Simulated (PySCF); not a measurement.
# Ga, Ga⁺, Ga²⁺, Ga³⁺, Ga⁴⁺: ionisation energies and fine-structure interval with spin-orbit coupling, part 2 of 2

Wanted: the ionisation energy and fine-structure interval of gallium, up a ladder of methods.

PySCF 2.14.0; two-component X2C-1e, run by a driver.

**8. Ga⁴⁺ 3d J=3/2: the ladder of methods**

GHF (screened spin-orbit):

What it wrote:

```text
cycle= 1 E= -1937.6487434613  delta_E= -1.94e+03  |FDS-SDF|= 0.0224
cycle= 2 E= -1937.6523380209  delta_E= -0.00359  |FDS-SDF|= 0.00839
cycle= 3 E= -1937.6528754756  delta_E= -0.000537  |FDS-SDF|= 0.002
cycle= 4 E= -1937.6529130816  delta_E= -3.76e-05  |FDS-SDF|= 0.000224
cycle= 5 E= -1937.6529145502  delta_E= -1.47e-06  |FDS-SDF|= 0.000162
cycle= 6 E= -1937.6529157441  delta_E= -1.19e-06  |FDS-SDF|= 0.000163
cycle= 7 E= -1937.6529132460  delta_E= 2.5e-06  |FDS-SDF|= 0.000157
cycle= 8 E= -1937.6528814926  delta_E= 3.18e-05  |FDS-SDF|= 5.71e-05
cycle= 9 E= -1937.6528810852  delta_E= 4.07e-07  |FDS-SDF|= 3.37e-05
cycle= 10 E= -1937.6528810238  delta_E= 6.14e-08  |FDS-SDF|= 2.12e-06
cycle= 11 E= -1937.6528810238  delta_E= 2.66e-11  |FDS-SDF|= 1.95e-07
```

CPU time 0.17 s on a shared host, the integrals not counted.

Occupied spinors:

```csv
spinor shell,electrons,mean energy (eV),weight of the nominal j,rms radius (bohr)
1s1/2,2,-10498.0,1.000,0.0561
2s1/2,2,-1400.9,1.000,0.236
2p1/2,2,-1241.9,1.000,0.209
2p3/2,4,-1214.4,1.000,0.212
3s1/2,2,-236.81,1.000,0.696
3p1/2,2,-181.74,0.907,0.722
3p3/2,4,-180.19,0.954,0.730
3d3/2,3,-89.624,0.700,0.825
3d5/2,6,-89.879,0.850,0.825
```

M_J = 3/2, ⟨J²⟩ = 3.760, ⟨L²⟩ = 6.002, ⟨S²⟩ = 0.752. Rows whose weight is well below 1 mix j = l ± 1/2: exchange competes with spin-orbit coupling there.

GMP2 (screened spin-orbit):

The driver printed no log here.

CPU time 0.05 s on a shared host, the integrals not counted.

With 17 electrons correlated, the MP2 correlation energy is -0.18143 hartree. Largest pairs: 3d3/2-3d5/2 -0.0376, 3d5/2-3d5/2 -0.0310, 3d5/2-3p3/2 -0.0288, 3d5/2-3p1/2 -0.0156, 3d3/2-3p3/2 -0.0154.

GHF (bare spin-orbit):

What it wrote:

```text
cycle= 1 E= -1937.6510405770  delta_E= -1.94e+03  |FDS-SDF|= 0.0225
cycle= 2 E= -1937.6546626686  delta_E= -0.00362  |FDS-SDF|= 0.00843
cycle= 3 E= -1937.6552053871  delta_E= -0.000543  |FDS-SDF|= 0.002
cycle= 4 E= -1937.6552432427  delta_E= -3.79e-05  |FDS-SDF|= 0.000226
cycle= 5 E= -1937.6552447500  delta_E= -1.51e-06  |FDS-SDF|= 0.000164
cycle= 6 E= -1937.6552459544  delta_E= -1.2e-06  |FDS-SDF|= 0.000167
cycle= 7 E= -1937.6552417466  delta_E= 4.21e-06  |FDS-SDF|= 0.000153
cycle= 8 E= -1937.6552212202  delta_E= 2.05e-05  |FDS-SDF|= 3.01e-05
cycle= 9 E= -1937.6552211569  delta_E= 6.32e-08  |FDS-SDF|= 1.25e-05
cycle= 10 E= -1937.6552211541  delta_E= 2.83e-09  |FDS-SDF|= 4.18e-07
cycle= 11 E= -1937.6552211541  delta_E= 6.82e-13  |FDS-SDF|= 9.98e-08
```

CPU time 0.17 s on a shared host, the integrals not counted.

The outer occupied spinors:

```csv
spinor shell,electrons,mean energy (eV),weight of the nominal j,rms radius (bohr)
2s1/2,2,-1401.0,1.000,0.236
2p1/2,2,-1243.2,1.000,0.208
2p3/2,4,-1213.8,1.000,0.212
3s1/2,2,-236.82,1.000,0.696
3p1/2,2,-181.88,0.877,0.722
3p3/2,4,-180.13,0.939,0.730
3d3/2,3,-90.432,0.689,0.822
3d5/2,6,-89.465,0.844,0.827
```

M_J = 3/2, ⟨J²⟩ = 3.755, ⟨L²⟩ = 6.002, ⟨S²⟩ = 0.752. Rows whose weight is well below 1 mix j = l ± 1/2: exchange competes with spin-orbit coupling there.

**9. Differences of total energies**

Ionisation energy: Ga [Ar] 3d10 4s2 4p1 [4p1/2^1, M_J = 1/2] → Ga⁺ [Ar] 3d10 4s2.

```csv
method,value (eV),error (eV),"CPU time, both states (s)"
GHF (spin-free),5.531,-0.468,0.34
GMP2 (spin-free),5.754,-0.245,0.47
GHF (screened spin-orbit),5.597,-0.402,0.35
GMP2 (screened spin-orbit),5.823,-0.176,0.45
```

Reference: 5.999 eV (measured; NIST Atomic Spectra Database, ionization energies). The spin-free rows have the spin-orbit operator switched off.

Fine-structure interval: Ga [Ar] 3d10 4s2 4p1 [4p1/2^1, M_J = 1/2] → Ga [Ar] 3d10 4s2 4p1 [4p3/2^1, M_J = 3/2].

```csv
method,value (eV),error (eV),"CPU time, both states (s)"
GHF (screened spin-orbit),0.1758,+0.0734,0.36
GMP2 (screened spin-orbit),0.1070,+0.0046,0.46
GHF (bare spin-orbit),0.1813,+0.0789,
```

Reference: 0.102 eV (measured; NIST Handbook of Basic Atomic Spectroscopic Data (Sansonetti and Martin, J. Phys. Chem. Ref. Data 34, 1559 (2005))).

Ionisation energy: Ga⁺ [Ar] 3d10 4s2 → Ga²⁺ [Ar] 3d10 4s1 [4s1/2^1, M_J = 1/2].

```csv
method,value (eV),error (eV),"CPU time, both states (s)"
GHF (spin-free),18.756,-1.760,0.26
GMP2 (spin-free),19.695,-0.820,0.38
GHF (screened spin-orbit),18.756,-1.759,0.28
GMP2 (screened spin-orbit),19.695,-0.820,0.38
```

Reference: 20.515 eV (measured; NIST Atomic Spectra Database, ionization energies). The spin-free rows have the spin-orbit operator switched off.

**10. Differences of total energies, continued**

Ionisation energy: Ga²⁺ [Ar] 3d10 4s1 [4s1/2^1, M_J = 1/2] → Ga³⁺ [Ar] 3d10.

```csv
method,value (eV),error (eV),"CPU time, both states (s)"
GHF (spin-free),29.565,-1.161,0.25
GMP2 (spin-free),29.835,-0.891,0.38
GHF (screened spin-orbit),29.566,-1.160,0.27
GMP2 (screened spin-orbit),29.835,-0.890,0.37
```

Reference: 30.726 eV (measured; NIST Atomic Spectra Database, ionization energies). The spin-free rows have the spin-orbit operator switched off.

Ionisation energy: Ga³⁺ [Ar] 3d10 → Ga⁴⁺ [Ar] 3d9 [3d3/2^4 3d5/2^5, M_J = 5/2].

```csv
method,value (eV),error (eV),"CPU time, both states (s)"
GHF (spin-free),61.045,-2.196,0.25
GMP2 (spin-free),63.167,-0.074,0.37
GHF (screened spin-orbit),60.857,-2.384,0.27
GMP2 (screened spin-orbit),62.981,-0.260,0.37
```

Reference: 63.241 ± 0.009 eV (measured; NIST Atomic Spectra Database, ionization energies). The spin-free rows have the spin-orbit operator switched off.

Fine-structure interval: Ga⁴⁺ [Ar] 3d9 [3d3/2^4 3d5/2^5, M_J = 5/2] → Ga⁴⁺ [Ar] 3d9 [3d3/2^3 3d5/2^6, M_J = 3/2].

```csv
method,value (eV),"CPU time, both states (s)"
GHF (screened spin-orbit),0.4842,0.31
GMP2 (screened spin-orbit),0.4727,0.41
GHF (bare spin-orbit),0.7100,
```

Times are CPU seconds on a shared host without the integrals; correlated rows include their Hartree-Fock run.

**11. Summary of results**

This closing draws on all 2 parts.

| quantity | value |
| --- | --- |
| ionisation energy, Ga | GHF (spin-free) 5.531, GMP2 (screened spin-orbit) 5.823 eV; reference 5.999 |
| fine-structure interval, Ga → 4p J=3/2 | GHF (screened spin-orbit) 0.176, GMP2 (screened spin-orbit) 0.107 eV; reference 0.102 |
| ionisation energy, Ga⁺ | GHF (spin-free) 18.756, GMP2 (screened spin-orbit) 19.695 eV; reference 20.515 |
| ionisation energy, Ga²⁺ | GHF (spin-free) 29.565, GMP2 (screened spin-orbit) 29.835 eV; reference 30.726 |
| ionisation energy, Ga³⁺ | GHF (spin-free) 61.045, GMP2 (screened spin-orbit) 62.981 eV; reference 63.241 ± 0.009 |
| fine-structure interval, Ga⁴⁺ → 3d J=3/2 | GHF (screened spin-orbit) 0.484, GMP2 (screened spin-orbit) 0.473 eV |

Accuracy against cost (mean over 5 differences):

```csv
method,mean absolute miss against the measured values (with the measured fine structure taken into account where it is known) (eV),"CPU time, both states (s)"
GHF (screened spin-orbit),1.156,0.31
GMP2 (screened spin-orbit),0.430,0.41
```

GMP2 (screened spin-orbit) lands nearest to the measured values (mean absolute error over 5 measured values 0.43 eV); GHF (screened spin-orbit) misses by most (1.16 eV). Spin-orbit coupling moves the first difference by +0.069 eV at GMP2. The basis is finite, and no extrapolation was made.
